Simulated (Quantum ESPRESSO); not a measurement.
Crystal: HPbNO4.

```
H Pb N O
1.0
     6.85877    0.00000    0.00000
     0.00000    4.22865    0.00000
    -3.39101    0.00000    7.27459
H Pb N O
2 2 2 8
Direct
  0.22549 0.75000 0.50730
  0.77451 0.25000 0.49270
  0.30229 0.25000 0.28494
  0.69771 0.75000 0.71506
  0.21484 0.75000 0.83567
  0.78516 0.25000 0.16433
  0.33078 0.75000 0.45338
  0.40909 0.75000 0.86901
  0.15508 0.75000 0.96537
  0.07083 0.75000 0.66955
  0.66922 0.25000 0.54661
  0.59091 0.25000 0.13099
  0.84492 0.25000 0.03463
  0.92917 0.25000 0.33045
```

The cell was built by a generator and needn't be a form met in nature.

Base run:

- Program: Quantum ESPRESSO 7.5
- Functional: PBEsol
- Potentials or basis: SG15 PBE 1.2
- Cutoff: 1197 eV
- Density cutoff: 4789 eV
- k mesh: 4 × 4 × 3
- Occupations: fermi-dirac, width 0.05 eV
- Spin: no spin polarisation

Its results: band gap on the k mesh 3.08 eV, indirect (least direct gap 3.25 eV); pressure -1.9 GPa; largest force 0.311 eV/Å.

Question: The run is repeated on the same cell with these changes: functional from PBEsol to PBE. What comes out?

Answer: Band gap on the k mesh 3.10 eV, indirect (least direct gap 3.28 eV); pressure 0.1 GPa; largest force 0.124 eV/Å.

PBE binds less tightly than PBEsol, so the same cell stands under more pressure.

Caveats: spin-orbit coupling is left out, which as a rule narrows the gap of such compounds by several tenths of an eV; the potentials were made for another functional, which shifts forces and pressure (some runs).

A k mesh can miss the band edges.
